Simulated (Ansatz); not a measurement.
# VF3: the cost of one run

Method: DFT PBEsol+U (U_eff = 7 eV on V d), plane waves, PAW, in Ansatz 0.2.0.

2 further runs of the same task are left out: 2 that didn't finish.

## (1) The structure to begin with

It takes space group R-3c (No. 167, trigonal). Conventional cell: a = 5.168 Å, b = 5.168 Å, c = 13.438 Å, α = 90.00°, β = 90.00°, γ = 120.00°. Around V (site symmetry -3) lie 6 F at 1.94 Å. F (site symmetry 2) is surrounded by 2 V at 1.94 Å.

Structure file:

```
CELL_PARAMETERS angstrom
2.58400 1.49187 4.47933
-2.58400 1.49187 4.47933
0.00000 -2.98375 4.47933
ATOMIC_POSITIONS crystal
V 0.50000 0.50000 0.50000
V 0.00000 0.00000 0.00000
F 0.15010 0.34990 0.75000
F 0.75000 0.15010 0.34990
F 0.34990 0.75000 0.15010
F 0.84990 0.65010 0.25000
F 0.25000 0.84990 0.65010
F 0.65010 0.25000 0.84990
```

## (2) Ferromagnetic start, free, symmetry kept, no search

Contents of input.yaml:

```yaml
crystal:
  lattice:
    - [2.58400001, 1.4918731, 4.47932975]
    - [-2.58400001, 1.4918731, 4.47932975]
    - [0.0, -2.9837462, 4.47932975]
  atoms:
    - { symbol: V, position: [0.5, 0.5, 0.5], spin: 2.0 }
    - { symbol: V, position: [0.0, 0.0, 0.0], spin: 2.0 }
    - { symbol: F, position: [0.1501, 0.3499, 0.75] }
    - { symbol: F, position: [0.75, 0.1501, 0.3499] }
    - { symbol: F, position: [0.3499, 0.75, 0.1501] }
    - { symbol: F, position: [0.8499, 0.6501, 0.25] }
    - { symbol: F, position: [0.25, 0.8499, 0.6501] }
    - { symbol: F, position: [0.6501, 0.25, 0.8499] }
basis:
  ecutwfc: 420
  ecutrho_ratio: 4
kpoints:
  mp_grid: { grid: [5, 5, 5] }
hamiltonian:
  xc: pbesol
  hubbard:
    sites: [{ site: 0, l: d, u_eff: 7.0 }, { site: 1, l: d, u_eff: 7.0 }]
scf:
  occupations: { method: gaussian, width: 0.05 }
  lower_state_search: "off"
  max_iter: 150
output:
  forces: true
  stress: true
  eigenvalues: true
  populations: true
  hubbard: { sites: [{ site: 0, l: d }, { site: 1, l: d }] }
magnetization:
  spin_polarized: true
```

Run with:

```
$ ansatz run input.yaml --threads 4 --pin off --max-ram 6144MiB --backend cpu --events-out ev --progress --plain --runs-dir out
```

**Question.** How long does this run take on 4 threads of Intel Xeon 6975P-C (Granite Rapids), shared host, and how much memory does it need?

About 3.9 s, with a peak of 0.61 GiB.
